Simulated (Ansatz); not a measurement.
# CH5FOSiTe: shift of H9 from Si3 to O4, part 3 of 3

How high is the barrier for the shift of H9 from Si3 to O4? Relax the two ends, then run a nudged elastic band between them. SMILES of the start: C[Te][SiH](O)F.

Ansatz 0.2.0; RKS BLYP-D4/def2-SVP. Earlier steps stand in the parts before.

## (11) The log goes on: dynamics from the highest image of the converged band

The log, continued (excerpt; [...] marks lines left out):

```text
md step    59: t =    29.50 fs  T =   926.9 K  F+E_penalty+E_count = -21044.72767825 eV  E_kin = 0.958540 eV  conserved = -21043.76913859 eV  (31 SCF iters, 3 dispersion substeps)
[...]
md step    78: t =    39.00 fs  T =   998.2 K  F+E_penalty+E_count = -21044.80222911 eV  E_kin = 1.032242 eV  conserved = -21043.76998751 eV  (31 SCF iters, 3 dispersion substeps)
[...]
md step   135: t =    67.50 fs  T =   650.9 K  F+E_penalty+E_count = -21044.44239005 eV  E_kin = 0.673046 eV  conserved = -21043.76934449 eV  (33 SCF iters, 3 dispersion substeps)
md step   136: t =    68.00 fs  T =   655.1 K  F+E_penalty+E_count = -21044.44717930 eV  E_kin = 0.677397 eV  conserved = -21043.76978250 eV  (34 SCF iters, 3 dispersion substeps)
md step   137: t =    68.50 fs  T =   670.8 K  F+E_penalty+E_count = -21044.46411789 eV  E_kin = 0.693655 eV  conserved = -21043.77046332 eV  (34 SCF iters, 3 dispersion substeps)
```

## (12) More of the same log: dynamics from the highest image of the converged band

Output, continued (excerpt; [...] marks lines left out):

```text
md step   138: t =    69.00 fs  T =   687.9 K  F+E_penalty+E_count = -21044.48249350 eV  E_kin = 0.711375 eV  conserved = -21043.77111802 eV  (34 SCF iters, 3 dispersion substeps)
[...]
md step   153: t =    76.50 fs  T =   519.6 K  F+E_penalty+E_count = -21044.30784113 eV  E_kin = 0.537326 eV  conserved = -21043.77051543 eV  (34 SCF iters, 3 dispersion substeps)
[...]
Atom 6 at    -1.347776    -0.551955    -0.282655 Å, force     0.059868    -0.007366     1.128811 eV/Å
Atom 7 at    -2.420534    -0.003298     1.027194 Å, force    -1.688376     0.460985     0.486524 eV/Å
Atom 8 at     0.977602    -1.033156    -0.543451 Å, force     0.989034    -0.130665     0.280654 eV/Å
Atom 9 at     2.475592    -0.909516     0.072476 Å, force    -1.583087    -0.844824    -0.794917 eV/Å
Dipole moment:    -0.138194     0.417125     0.033809 e Å
```

It took 6.4 min on 2 threads of Arm Neoverse V2, shared host; peak memory 0.14 GiB.

## (13) What the atoms did

One step in 15; energies are changes from step 0:

| time (fs) | T (K) | potential energy change (meV/atom) | total energy change (meV/atom) | H9–Si3 (Å) | H9–O4 (Å) |
| --- | --- | --- | --- | --- | --- |
| 0.0 | 300 | 0.0 | 0.00 | 1.64 | 1.35 |
| 7.5 | 179 | 12.7 | 0.18 | 1.69 | 1.34 |
| 15.0 | 338 | -3.8 | 0.12 | 1.68 | 1.12 |
| 22.5 | 869 | -58.8 | -0.01 | 2.29 | 1.04 |
| 30.0 | 929 | -64.9 | 0.20 | 2.87 | 0.96 |
| 37.5 | 1040 | -76.5 | -0.02 | 3.22 | 0.96 |
| 45.0 | 983 | -70.5 | 0.16 | 3.40 | 1.02 |
| 52.5 | 997 | -71.9 | 0.09 | 3.23 | 1.05 |
| 60.0 | 957 | -67.9 | 0.01 | 2.81 | 1.00 |
| 67.5 | 651 | -36.1 | 0.20 | 2.56 | 0.95 |
| 75.0 | 591 | -30.1 | -0.03 | 2.59 | 0.95 |
| 82.5 | 503 | -20.8 | 0.16 | 2.64 | 0.99 |
| 90.0 | 606 | -31.6 | 0.08 | 2.73 | 1.01 |
| 97.5 | 777 | -49.3 | -0.03 | 2.95 | 0.99 |
| 100.0 | 718 | -43.0 | 0.20 | 3.02 | 0.99 |

time (fs), T (K) and a bar:
```
      0.0        300 ####
      4.5        233 ##
      8.5        188 
     13.0        231 #
     17.5        508 ###########
     21.5        867 #######################
     26.0        942 #########################
     30.5        946 ##########################
     35.0        890 ########################
     39.0        998 ###########################
     43.5       1001 ###########################
     48.0       1078 ##############################
     52.0        996 ###########################
     56.5       1006 ############################
     61.0        876 #######################
     65.0        794 ####################
     69.5        697 #################
     74.0        571 #############
     78.5        483 ##########
     82.5        503 ###########
     87.0        573 #############
     91.5        652 ################
     95.5        714 ##################
    100.0        718 ##################
```

Bonds that form or break, judged by distance (formed within 1.15 times the sum of covalent radii and held on average over 12 fs, broken when stretched by half; pairs already stretched at the start don't count as bonds):

| time (fs) | bond | event |
| --- | --- | --- |
| 16.0 | O4–H9 | forms |
| 48.5 | Si3–O4 | breaks |

The last frame stands with the bonds of end B.

## (14) Dynamics from the top

It starts at the highest inner image of the first converged band: 200 steps of 0.5 fs at constant energy, with velocities drawn for 100 K.

input.yaml reads:

```yaml
crystal:
  periodic: [false, false, false]
  atoms:
    - { symbol: C, position_ang: [-1.553604, -0.288144, 0.834181] }
    - { symbol: Te, position_ang: [-0.107864, 1.281604, 1.460084] }
    - { symbol: Si, position_ang: [1.002609, 1.060644, -0.84877] }
    - { symbol: O, position_ang: [1.768632, -0.71777, -0.786023] }
    - { symbol: F, position_ang: [-0.243063, 0.713023, -1.878649] }
    - { symbol: H, position_ang: [-0.986284, -1.141533, 0.426367] }
    - { symbol: H, position_ang: [-2.221572, 0.140671, 0.069936] }
    - { symbol: H, position_ang: [-2.113754, -0.586376, 1.737529] }
    - { symbol: H, position_ang: [2.467727, 0.38162, -1.148269] }
    - { symbol: H, position_ang: [2.070272, -0.89484, 0.136515] }
basis:
  gaussian: { orbitals: def2-SVP }
hamiltonian:
  xc: blyp
  dispersion: d4
md:
  timestep: 0.5
  n_steps: 200
  ensemble: nve
  temperature: 100.0
  initial_velocities: maxwell_boltzmann
  seed: 4895
```

The run is started by

```console
> ansatz run input.yaml --threads 2 --pin off --max-ram 3072MiB --backend cpu --events-out ev --progress --plain --runs-dir out
```

The log of the run (excerpt; [...] marks lines left out):

```text
Warning: RAYON_NUM_THREADS=2 ignored (pool sized by the plan → 2); use --threads N
[...]
[... 1 set-up line as earlier in the session ...]
[...]
1255 factors; their error is unknown
[...]
mean field -21043.50957935 eV, -773.3347132379 hartree, gradient 6.9e-5 eV, S^2 0.000000; 0 other end points of the search recorded, 0 dependent functions left out
[...]
reference -21043.50991085 eV, -773.3347254204 hartree; 33, 33 occupied and 78, 78 virtual orbitals, 1255 factors
[...]
md step    45: t =    22.50 fs  T =   796.7 K  F+E_penalty+E_count = -21044.80211748 eV  E_kin = 0.823896 eV  conserved = -21043.97822183 eV  (30 SCF iters, 3 dispersion substeps)
[...]
md step    59: t =    29.50 fs  T =   839.2 K  F+E_penalty+E_count = -21044.84617635 eV  E_kin = 0.867793 eV  conserved = -21043.97838346 eV  (32 SCF iters, 3 dispersion substeps)
md step    60: t =    30.00 fs  T =   788.6 K  F+E_penalty+E_count = -21044.79309928 eV  E_kin = 0.815467 eV  conserved = -21043.97763255 eV  (30 SCF iters, 3 dispersion substeps)
```

## (15) The log goes on: dynamics from the highest image of the converged band

The log, continued (excerpt; [...] marks lines left out):

```text
md step    61: t =    30.50 fs  T =   754.3 K  F+E_penalty+E_count = -21044.75725267 eV  E_kin = 0.780044 eV  conserved = -21043.97720891 eV  (31 SCF iters, 3 dispersion substeps)
[...]
md step    80: t =    40.00 fs  T =   756.0 K  F+E_penalty+E_count = -21044.75922049 eV  E_kin = 0.781794 eV  conserved = -21043.97742621 eV  (32 SCF iters, 3 dispersion substeps)
[...]
md step   118: t =    59.00 fs  T =   679.9 K  F+E_penalty+E_count = -21044.68060113 eV  E_kin = 0.703057 eV  conserved = -21043.97754439 eV  (33 SCF iters, 3 dispersion substeps)
[...]
md step   137: t =    68.50 fs  T =   587.7 K  F+E_penalty+E_count = -21044.58530287 eV  E_kin = 0.607731 eV  conserved = -21043.97757151 eV  (33 SCF iters, 3 dispersion substeps)
md step   138: t =    69.00 fs  T =   568.5 K  F+E_penalty+E_count = -21044.56520067 eV  E_kin = 0.587855 eV  conserved = -21043.97734583 eV  (33 SCF iters, 3 dispersion substeps)
```

## (16) The output, continued: dynamics from the highest image of the converged band

The log, continued (excerpt; [...] marks lines left out):

```text
md step   139: t =    69.50 fs  T =   569.1 K  F+E_penalty+E_count = -21044.56587548 eV  E_kin = 0.588459 eV  conserved = -21043.97741625 eV  (33 SCF iters, 3 dispersion substeps)
[...]
md step   154: t =    77.00 fs  T =   574.5 K  F+E_penalty+E_count = -21044.57260724 eV  E_kin = 0.594117 eV  conserved = -21043.97849039 eV  (33 SCF iters, 3 dispersion substeps)
[...]
Atom 6 at    -2.046755    -0.000028    -0.068769 Å, force     0.128837    -0.091240     0.091920 eV/Å
Atom 7 at    -2.269281    -0.310570     1.703002 Å, force    -0.111688    -0.122357     0.142336 eV/Å
Atom 8 at     1.431892    -0.983521    -0.755004 Å, force    -1.389671     1.616126    -0.985749 eV/Å
Atom 9 at     2.751370    -1.184880    -0.063640 Å, force    -0.846624    -0.560978    -0.297910 eV/Å
Dipole moment:    -0.116805     0.307051     0.179328 e Å
```

It took 6.6 min on 2 threads of Arm Neoverse V2, shared host; peak memory 0.15 GiB.

## (17) The trajectory

One step in 15; energies are changes from step 0:

| time (fs) | T (K) | potential energy change (meV/atom) | total energy change (meV/atom) | H9–Si3 (Å) | H9–O4 (Å) |
| --- | --- | --- | --- | --- | --- |
| 0.0 | 100 | 0.0 | 0.00 | 1.64 | 1.35 |
| 7.5 | 88 | 1.3 | 0.03 | 1.69 | 1.30 |
| 15.0 | 423 | -33.4 | -0.04 | 1.83 | 0.97 |
| 22.5 | 797 | -72.0 | 0.00 | 2.54 | 1.08 |
| 30.0 | 789 | -71.1 | 0.06 | 3.11 | 1.07 |
| 37.5 | 906 | -83.6 | -0.26 | 3.34 | 0.97 |
| 45.0 | 869 | -79.3 | 0.17 | 3.39 | 0.92 |
| 52.5 | 910 | -83.9 | -0.21 | 3.29 | 1.00 |
| 60.0 | 671 | -58.9 | 0.07 | 2.93 | 1.08 |
| 67.5 | 668 | -58.8 | -0.05 | 2.65 | 1.04 |
| 75.0 | 613 | -53.3 | -0.18 | 2.66 | 0.95 |
| 82.5 | 576 | -49.2 | 0.10 | 2.76 | 0.91 |
| 90.0 | 719 | -64.2 | -0.22 | 2.82 | 0.97 |
| 97.5 | 624 | -54.1 | 0.05 | 2.88 | 1.04 |
| 100.0 | 667 | -58.7 | -0.14 | 3.01 | 0.94 |

time (fs), T (K) and a bar:
```
      0.0        100 #
      4.5         84 
      8.5         97 
     13.0        306 ########
     17.5        687 #####################
     21.5        708 ######################
     26.0        894 ############################
     30.5        754 #######################
     35.0        845 ###########################
     39.0        828 ##########################
     43.5        940 ##############################
     48.0        910 #############################
     52.0        880 ############################
     56.5        866 ###########################
     61.0        734 #######################
     65.0        704 ######################
     69.5        569 #################
     74.0        554 ################
     78.5        530 ################
     82.5        576 #################
     87.0        616 ###################
     91.5        654 ####################
     95.5        677 #####################
    100.0        667 ####################
```

Bonds that form or break, judged by distance (formed within 1.15 times the sum of covalent radii and held on average over 12 fs, broken when stretched by half; pairs already stretched at the start don't count as bonds):

| time (fs) | bond | event |
| --- | --- | --- |
| 13.0 | O4–H9 | forms |
| 46.0 | Si3–O4 | breaks |

The last frame stands with the bonds of end B.

## (18) Results

The summary covers parts 1 to 3.

```
                                quantity                                                                     value
                                   end A                                                   7 moves, 0.361 eV lower
                                   end B                                                  21 moves, 2.797 eV lower
            first band: barrier forwards                                                                   2.77 eV
           first band: barrier backwards                                                                   1.21 eV
first band: second end relative to first                                                                 +1.563 eV
               first band: highest image                                                    5 of 0 to 10, climbing
             first band: band iterations                                                                        15
                      pieces at the ends                                                CH5FOSiTe → CH3FSiTe + H2O
              imaginary modes at the top                                                                1308i cm⁻¹
                             second band  top 2.311 eV above image 0, 18 iterations, 6 inner images, none climbing
             time, first and second band                                                       4.6 min and 3.6 min
       trajectory at 300 K, after 100 fs                                         with the bonds of end B, at 718 K
       trajectory at 100 K, after 100 fs                                         with the bonds of end B, at 667 K
```

What this shows: In the first band: the barrier from the first end is 2.77 eV, 107 times kT at 300 K, which at an assumed attempt frequency of 10^13 s⁻¹ means a rate near 10^-34 s⁻¹. Going back costs 1.21 eV, since the second end is 1.56 eV above the first. By distance, end A alone has Si3–O4, Si3–H9 and end B alone has O4–H9. One imaginary mode, as a first-order saddle point has. The second band's top lies 458 meV below the first's, as a band that doesn't climb stops under the top. Zero-point energy and entropy are left out. Tunnelling, which matters where hydrogen moves, is missing too. Semilocal functionals tend to give barriers that are too low.
